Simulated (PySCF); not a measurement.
**The bond of FeS, level by level**

One table from this session's results is given with a row withheld; the runs are named, their logs left out.

Program: PySCF 2.14.0. Level of theory: Fe x2c-TZVPPall, S x2c-TZVPPall, spin-free X2C with a Gaussian nucleus. These are calculated values, not measurements.

The first run:

The job is set up so:

- atoms: Fe, S
- charge: 0
- basis: Fe x2c-TZVPPall, S x2c-TZVPPall
- Hamiltonian: spin-free X2C with a Gaussian nucleus
- basis functions: 106
- electrons treated: 42
- masses in u: 55.9349, 31.9721
- levels: PBE0, PBE, r²SCAN, TPSSh, PW91, r²SCANh, LDA, ωB97X-V, HF, MP2, SCS-MP2
- grid: 80 radial by 434 angular points
- occupations: held fixed by the projection of orbital angular momentum
- dissociation limit: Fe + S, each in its ground configuration
- starting distance in angstrom: 2.110
- values of 2S to try: 0, 2, 4, 6, 8

Launch:

```
> OMP_NUM_THREADS=2 python dia.py task.json out
```

Among the steps run: The job; First curve: PBE0; Other states along the same grid; PBE; r²SCAN (meta-GGA); TPSSh (hybrid meta-GGA); PW91 (GGA); r²SCANh; LDA (local density); ωB97X-V; ROHF (mean field).

One table of the session follows, with a row left open; its other results are not shown here.

It belongs to the step «Constants by level of theory». 

```
       level  Re (Å)  ωe (cm⁻¹)  De (eV)  μ (D)
        ROHF   2.137        474     0.51  -8.92
    ROHF-MP2   2.025        487     2.54    n/a
ROHF-SCS-MP2   2.050        476     2.28    n/a
         LDA   1.963        553     5.10  -4.13
         PBE       ?          ?        ?      ?
        PW91   1.997        526     4.50  -4.36
      r²SCAN   1.994        537     3.92  -4.96
       TPSSh   2.002        532     3.89  -5.18
     r²SCANh   1.999        536     3.61  -5.37
        PBE0   2.010        530     3.37  -5.65
     ωB97X-V   1.996        557     3.29  -6.24
```

**Question.** Estimate the row for PBE.

**Answer.** Re (Å): 1.999; ωe (cm⁻¹): 525; De (eV): 4.45; μ (D): -4.41.

De is counted to Fe + S in their ground configurations.

Caveats from the session: At some levels the lowest empty orbital lies below the highest filled one (the two can be of opposite spin).
